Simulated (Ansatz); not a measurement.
**MgGeH₄ (SMILES [MgH][GeH3]): functionals against CCSD(T) at one geometry**

One table from this session's results is given with a row withheld; the runs are named, their logs left out.

Method: single points in def2-TZVPP; program: Ansatz 0.2.0, Gaussian basis.

Correlated methods freeze the cores. Filled d shells of the heavier atoms are correlated. The outer core shell of Li, Na, Mg and K is correlated. B3LYP uses VWN-RPA correlation.

**The starting structure**

SMILES `[MgH][GeH3]`, 6 atoms, charge 0, spin multiplicity 1.

Atoms are counted from 1 here; the program's logs count them from 0.

Bond lengths: Mg1–Ge2 2.324 Å, Mg1–H3 1.787 Å, Ge2–H4 1.605 Å, Ge2–H5 1.654 Å, Ge2–H6 1.500 Å. Angles: Ge2–Mg1–H3 167.8°, Mg1–Ge2–H4 120.7°, Mg1–Ge2–H5 119.9°, Mg1–Ge2–H6 133.7°, H4–Ge2–H5 85.0°, H4–Ge2–H6 90.4°, H5–Ge2–H6 94.1°.

Coordinates:

```xyz
6
charge 0, multiplicity 1
Mg    0.51350   -1.50660    0.55400
Ge   -0.25660    0.56620   -0.16010
H     1.32760   -2.89360    1.33320
H    -1.50490    0.67590   -1.16360
H     0.57140    1.39510   -1.32810
H    -0.70780    1.80610    0.55290
```

Set-up of the first run:

File run/in.yaml:

```yaml
crystal:
  periodic: [false, false, false]
  atoms:
    - {symbol: Mg, position_ang: [0.513500, -1.506600, 0.554000]}
    - {symbol: Ge, position_ang: [-0.256600, 0.566200, -0.160100]}
    - {symbol: H, position_ang: [1.327600, -2.893600, 1.333200]}
    - {symbol: H, position_ang: [-1.504900, 0.675900, -1.163600]}
    - {symbol: H, position_ang: [0.571400, 1.395100, -1.328100]}
    - {symbol: H, position_ang: [-0.707800, 1.806100, 0.552900]}
basis:
  gaussian: {orbitals: def2-TZVPP}
correlation: {method: ccsd_t}
output: {forces: true}
```

No record of the launch command was kept for these runs.

Steps of the session up to this table: CCSD(T)/def2-TZVPP; PBE0-D4/def2-TZVPP; wB97M-V/def2-TZVPP; r2SCAN-D4/def2-TZVPP; PBE-D4/def2-TZVPP; SPW92/def2-TZVPP; B3LYP-D4/def2-TZVPP.

One table of the session follows, with a row left open; its other results are not shown here.

```
   method  RMS force component (eV/Å)  angle to CCSD(T) forces (°)  dipole (D)
  CCSD(T)                       1.362                    reference        1.33
  PBE0-D4                           ?                            ?           ?
  wB97M-V                       1.359                          1.5        1.36
r2SCAN-D4                       1.288                          1.4        1.21
   PBE-D4                       1.204                          4.6        1.17
    SPW92                       1.130                          4.6        1.11
 B3LYP-D4                       1.311                          1.9        1.33
```

Q: Estimate the row for PBE0-D4 from the others.

As computed: RMS force component (eV/Å): 1.318; angle to CCSD(T) forces (°): 1.5; dipole (D): 1.24. In the column «RMS force component (eV/Å)» it lies between B3LYP-D4 (1.311) and wB97M-V (1.359).
